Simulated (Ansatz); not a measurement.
**SbClF (SMILES [F][Sb][Cl]) at U-r2SCAN0/STO-3G**

What is the electronic atomisation energy of SbClF at U-r2SCAN0/STO-3G? 

The calculation is run with Ansatz 0.2.0.

86 further runs of the same task are left out: 34 that didn't finish, 52 set aside as unsound or not needed.

## Step 1: Starting point

The species is SbClF (3 atoms), meant as a doublet with charge 0. As SMILES, `[F][Sb][Cl]`. The shape is that of a PBE0-D4/def2-TZVP optimisation.

Bond lengths: F1–Sb2 1.911 Å, Sb2–Cl3 2.329 Å. Angles: F1–Sb2–Cl3 96.7°.

## Step 2: A single-point energy at U-r2SCAN0/STO-3G

The input, molecule.yaml:

```yaml
crystal:
  periodic: [false, false, false]
  atoms:
    - {symbol: F, position_ang: [-0.878700, 1.231800, -0.347600]}
    - {symbol: Sb, position_ang: [-0.600900, -0.658300, -0.367200]}
    - {symbol: Cl, position_ang: [1.468700, -0.638200, 0.701500]}
basis:
  gaussian: {orbitals: STO-3G}
hamiltonian: {xc: {name: r2SCAN0}}
accuracy: high
magnetization: {spin_polarized: true, initial_magnetization: 1}
```

Run with:

```bash
ansatz run molecule.yaml --threads 1 --pin off --max-ram 2610MiB --events-out events.jsonl --progress --plain --runs-dir runs
```

The log of the run:

```text
Warning: RAYON_NUM_THREADS=1 ignored (pool sized by the plan → 1); use --threads N
Functional definition: r2SCAN0
  name "r2SCAN0"
  parameter a = 0.25
  parameter k0 = 0.174
  parameter k1 = 0.065
  parameter a1 = 4.9479
  exchange = (1 - a)*r2scan_x(k0 = k0, k1 = k1, a1 = a1) + a*exact_x
  correlation = r2scan_c
577 factors; integrals over basis functions are off by at most 2.2e-8 eV
mean field evaluation 1: about -185235.5133 eV, gradient 9.0e0 eV
mean field evaluation 2: about -185234.7724 eV, gradient 1.5e1 eV
mean field evaluation 4: about -185236.5157 eV, gradient 4.6e-1 eV
mean field evaluation 8: about -185236.5399 eV, gradient 1.5e-2 eV
mean field evaluation 16: about -185236.5399 eV, gradient 4.7e-6 eV
mean field -185236.53988999 eV, -6807.3172831210 hartree, gradient 8.6e-8 eV, S^2 0.751693; 0 other end points of the search recorded, 0 dependent functions left out
reference -185236.53989041 eV, -6807.3172831363 hartree; 39, 38 occupied and 2, 3 virtual orbitals, 577 factors
Total energy: -185236.53989041 eV, -6807.3172831363 hartree
```

Wall time 12 s (1 thread of Arm Neoverse V1, shared host); peak memory 0.3 GiB.

## Step 3: The Cl atom, same level

The input, molecule.yaml:

```yaml
crystal:
  periodic: [false, false, false]
  atoms:
    - symbol: Cl
      position_ang: [0.000000, 0.000000, 0.000000]
basis:
  gaussian: {orbitals: STO-3G}
total_charge: 0
magnetization: {spin_polarized: true, initial_magnetization: 1}
hamiltonian: {xc: {name: r2SCAN0}}
accuracy: high
```

Run with:

```bash
ansatz run molecule.yaml --threads 1 --pin off --max-ram 2610MiB --events-out events.jsonl --progress --plain --runs-dir runs
```

The log of the run (excerpt; [...] marks lines left out):

```text
Warning: RAYON_NUM_THREADS=1 ignored (pool sized by the plan → 1); use --threads N
[... 8 set-up lines as earlier in the session ...]
42 factors; integrals over basis functions are off by at most 4.6e-9 eV
mean field evaluation 1: about -12384.7332 eV, gradient 1.4e-1 eV
mean field evaluation 2: about -12384.7332 eV, gradient 2.8e-3 eV
mean field evaluation 4: about -12384.7393 eV, gradient 4.3e-8 eV
mean field -12384.73932189 eV, -455.1307754018 hartree, gradient 2.1e-8 eV, S^2 0.750000; 0 other end points of the search recorded, 0 dependent functions left out
reference -12384.73932209 eV, -455.1307754089 hartree; 9, 8 occupied and 0, 1 virtual orbitals, 42 factors
Total energy: -12384.73932209 eV, -455.1307754089 hartree
```

Run time: 1 s. Hardware: 1 thread of Arm Neoverse V1, shared host; peak memory 0.12 GiB.

## Step 4: The F atom, same level

The input, run.yaml:

```yaml
crystal:
  periodic: [false, false, false]
  atoms:
    - {symbol: F, position_ang: [0.000000, 0.000000, 0.000000]}
basis:
  gaussian: {orbitals: STO-3G}
magnetization: {spin_polarized: true, initial_magnetization: 1}
accuracy: high
hamiltonian: {xc: {name: r2SCAN0}}
```

Run with:

```bash
ansatz run run.yaml --threads 1 --pin off --max-ram 2610MiB --events-out events.jsonl --progress --plain --runs-dir runs
```

The log of the run (excerpt; [...] marks lines left out):

```text
Warning: RAYON_NUM_THREADS=1 ignored (pool sized by the plan → 1); use --threads N
[... 8 set-up lines as earlier in the session ...]
15 factors; integrals over basis functions are off by at most 1.2e-9 eV
mean field evaluation 1: about -2673.8360 eV, gradient 5.7e-11 eV
mean field evaluation 2: about -2673.8310 eV, gradient 2.4e-10 eV
mean field -2673.83099676 eV, -98.2614767433 hartree, gradient 0.0e0 eV, S^2 0.750000; 0 other end points of the search recorded, 0 dependent functions left out
reference -2673.83099681 eV, -98.2614767448 hartree; 5, 4 occupied and 0, 1 virtual orbitals, 15 factors
Total energy: -2673.83099681 eV, -98.2614767448 hartree
```

Run time: 0.58 s. Hardware: 1 thread of Arm Neoverse V1, shared host; peak memory 0.096 GiB.

## Step 5: The Sb atom

The input, input.yaml:

```yaml
crystal:
  periodic: [false, false, false]
  atoms:
    - {symbol: Sb, position_ang: [0.000000, 0.000000, 0.000000]}
basis:
  gaussian:
    orbitals: STO-3G
total_charge: 0
magnetization:
  spin_polarized: true
  initial_magnetization: 3
hamiltonian:
  xc: {name: r2SCAN0}
accuracy: high
```

Run the same way, it converges to -6253.67644 Eh (log not shown).

## Step 6: What came out

Level: U-r2SCAN0/STO-3G.

```
                     quantity           value
       molecule: total energy  -6807.31728 Eh
               molecule: ⟨S²⟩           0.752
        Cl atom: total energy   -455.13078 Eh
                Cl atom: ⟨S²⟩           0.750
         F atom: total energy    -98.26148 Eh
                 F atom: ⟨S²⟩           0.750
        Sb atom: total energy  -6253.67644 Eh
                Sb atom: ⟨S²⟩           3.750
electronic atomisation energy        6.765 eV
```

**Reading.** Taking the molecule apart into free atoms costs 6.76 eV (653 kJ/mol), before zero-point energy and without spin-orbit coupling. In a minimal basis such a difference can be off by several eV, whatever the method. Relativity is left out (molecule) although the molecule holds a heavy atom. Relativity is left out (Sb atom) although the molecule holds a heavy atom.
